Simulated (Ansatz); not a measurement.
# UMP2/aug-cc-pVDZ run of C2H3Si (SMILES C#C[SiH2])

Aim: the electronic atomisation energy of C2H3Si at UMP2/aug-cc-pVDZ, from 4 runs. 

The calculation is run with Ansatz 0.2.0.

39 further runs of the same task are left out: 39 set aside as unsound or not needed. Runs told in other sessions of the task aren't counted.

## (1) The structure to begin with

The species is C2H3Si (6 atoms), meant as a doublet with charge 0. As SMILES, `C#C[SiH2]`. Geometry: relaxed at PBE0-D4/def2-TZVP.

Bond lengths: C1–C2 1.210 Å, C2–Si3 1.803 Å, C1–H4 1.066 Å, Si3–H5 1.484 Å, Si3–H6 1.484 Å. Angles: C1–C2–Si3 174.9°, C2–C1–H4 179.3°, C2–Si3–H5 111.4°, C2–Si3–H6 111.4°, H5–Si3–H6 112.5°.

## (2) The energy at UMP2/aug-cc-pVDZ

The input, in.yaml:

```yaml
crystal:
  periodic: [false, false, false]
  atoms:
    - symbol: C
      position_ang: [1.019700, -1.302300, 0.535000]
    - symbol: C
      position_ang: [0.376000, -0.354500, 0.145700]
    - symbol: Si
      position_ang: [-0.444500, 1.136900, -0.449500]
    - symbol: H
      position_ang: [1.575400, -2.144400, 0.879400]
    - symbol: H
      position_ang: [-1.137600, 0.894600, -1.738800]
    - symbol: H
      position_ang: [-1.346900, 1.705600, 0.581800]
basis:
  gaussian: {orbitals: aug-cc-pVDZ}
magnetization: {spin_polarized: true, initial_magnetization: 1}
correlation: {method: mp2, frozen_orbitals: {C: 1, H: 0, Si: 5}}
accuracy: high
```

Launch:

```console
$ ansatz run in.yaml --threads 1 --pin off --max-ram 2610MiB --events-out events.jsonl --progress --plain --runs-dir runs
```

Log:

```text
Warning: RAYON_NUM_THREADS=1 ignored (pool sized by the plan → 1); use --threads N
Functional definition: HF
  name "HF"
  exchange = exact_x
  correlation = 0
1869 factors; integrals over basis functions are off by at most 3.6e-9 eV
mean field evaluation 1: about -9964.9396 eV, gradient 2.0e1 eV
mean field evaluation 2: about -9964.9812 eV, gradient 2.0e1 eV
mean field evaluation 4: about -9968.0197 eV, gradient 2.4e0 eV
mean field evaluation 8: about -9968.1344 eV, gradient 2.7e-1 eV
mean field evaluation 16: about -9968.1498 eV, gradient 1.4e-5 eV
mean field evaluation 32: about -9963.6494 eV, gradient 1.4e0 eV
mean field -9968.14978822 eV, -366.3227480625 hartree, gradient 1.5e-8 eV, S^2 0.844689; 3 other end points of the search recorded, 0 dependent functions left out
7 core orbitals not correlated: weight in the atoms' cores, before any rotation towards them, 1.000 or more for the frozen orbitals, at most 0.000 for the correlated occupied ones
reference -9968.14978822 eV, -366.3227480625 hartree; 8, 7 occupied and 85, 86 virtual orbitals, 1869 factors
second order -9.15451598 eV of doubles, -0.00000000 eV of singles
Total energy: -9977.30430420 eV, -366.6591703195 hartree
```

Wall time 2.1 s (1 thread of AMD EPYC 9R45 (Zen 5), shared host); peak memory 0.29 GiB.

## (3) The C atom at the same level

The input, in.yaml:

```yaml
crystal:
  periodic: [false, false, false]
  atoms:
    - {symbol: C, position_ang: [0.000000, 0.000000, 0.000000]}
basis:
  gaussian:
    orbitals: aug-cc-pVDZ
magnetization:
  spin_polarized: true
  initial_magnetization: 2
correlation:
  method: mp2
  frozen_orbitals: {C: 1}
accuracy: high
```

Launch:

```console
$ ansatz run in.yaml --threads 1 --pin off --max-ram 2610MiB --events-out events.jsonl --progress --plain --runs-dir runs
```

Log:

```text
Warning: RAYON_NUM_THREADS=1 ignored (pool sized by the plan → 1); use --threads N
Functional definition: HF
  name "HF"
  exchange = exact_x
  correlation = 0
195 factors; integrals over basis functions are off by at most 2.5e-9 eV
mean field evaluation 1: about -1025.1816 eV, gradient 5.8e0 eV
mean field evaluation 2: about -1025.1825 eV, gradient 5.8e0 eV
mean field evaluation 4: about -1025.5360 eV, gradient 2.7e-1 eV
mean field evaluation 8: about -1025.5363 eV, gradient 2.4e-3 eV
mean field evaluation 16: about -1025.5363 eV, gradient 2.1e-2 eV
mean field evaluation 32: about -1025.5346 eV, gradient 3.2e-1 eV
mean field -1025.53628302 eV, -37.6877632674 hartree, gradient 9.5e-8 eV, S^2 2.009646; 3 other end points of the search recorded, 0 dependent functions left out
1 core orbitals not correlated: weight in the atoms' cores, before any rotation towards them, 1.000 or more for the frozen orbitals, at most 0.000 for the correlated occupied ones
reference -1025.53628302 eV, -37.6877632674 hartree; 3, 1 occupied and 19, 21 virtual orbitals, 195 factors
second order -1.46128833 eV of doubles, -0.00000000 eV of singles
Total energy: -1026.99757135 eV, -37.7414646230 hartree
```

Run time: 0.06 s. Hardware: 1 thread of AMD EPYC 9R45 (Zen 5), shared host.

## (4) The H atom: the energy at UHF/aug-cc-pVDZ

The input, molecule.yaml:

```yaml
basis:
  gaussian:
    orbitals: aug-cc-pVDZ
crystal:
  periodic: [false, false, false]
  atoms:
    - symbol: H
      position_ang: [0.000000, 0.000000, 0.000000]
magnetization:
  spin_polarized: true
  initial_magnetization: 1
hamiltonian:
  xc: hf
accuracy: high
```

Launch:

```console
$ ansatz run molecule.yaml --threads 1 --pin off --max-ram 2610MiB --events-out events.jsonl --progress --plain --runs-dir runs
```

Log:

```text
Warning: RAYON_NUM_THREADS=1 ignored (pool sized by the plan → 1); use --threads N
Functional definition: HF
  name "HF"
  exchange = exact_x
  correlation = 0
42 factors; integrals over basis functions are off by at most 4.4e-8 eV
mean field evaluation 1: about -13.5311 eV, gradient 1.8e0 eV
mean field evaluation 2: about -13.5311 eV, gradient 1.8e0 eV
mean field evaluation 4: about -13.5876 eV, gradient 9.7e-3 eV
mean field evaluation 8: about -13.5876 eV, gradient 2.1e-12 eV
mean field -13.58757892 eV, -0.4993343154 hartree, gradient 5.4e-8 eV, S^2 0.750000; 0 other end points of the search recorded, 0 dependent functions left out
reference -13.58757892 eV, -0.4993343154 hartree; 1, 0 occupied and 8, 9 virtual orbitals, 42 factors
Total energy: -13.58757892 eV, -0.4993343154 hartree
```

Run time: 0.02 s. Hardware: 1 thread of AMD EPYC 9R45 (Zen 5), shared host.

## (5) The Si atom at the same level

The input, in.yaml:

```yaml
crystal:
  periodic: [false, false, false]
  atoms:
    - {symbol: Si, position_ang: [0.000000, 0.000000, 0.000000]}
basis:
  gaussian: {orbitals: aug-cc-pVDZ}
magnetization: {spin_polarized: true, initial_magnetization: 2}
correlation: {method: mp2, frozen_orbitals: {Si: 5}}
accuracy: high
```

Run the same way, it converges to -288.89747 Eh (log not shown).

## (6) What came out

At UMP2/aug-cc-pVDZ, 7 core orbitals frozen:

| quantity | value |
| --- | --- |
| molecule: total energy | -366.65917 Eh |
| molecule: correlation energy (7 core orbitals frozen) | -336.4 mEh |
| molecule: ⟨S²⟩ of the reference determinant | 0.845 |
| C atom: total energy | -37.74146 Eh |
| C atom: correlation energy (1 core orbital frozen) | -53.7 mEh |
| C atom: ⟨S²⟩ of the reference determinant | 2.010 |
| H atom: total energy | -0.49933 Eh |
| H atom: ⟨S²⟩ | 0.750 |
| Si atom: total energy | -288.89747 Eh |
| Si atom: correlation energy (5 core orbitals frozen) | -46.5 mEh |
| Si atom: ⟨S²⟩ of the reference determinant | 2.014 |
| electronic atomisation energy | 21.246 eV |

In words: Taking the molecule apart into free atoms costs 21.25 eV (490 kcal/mol), before zero-point energy and without spin-orbit coupling.
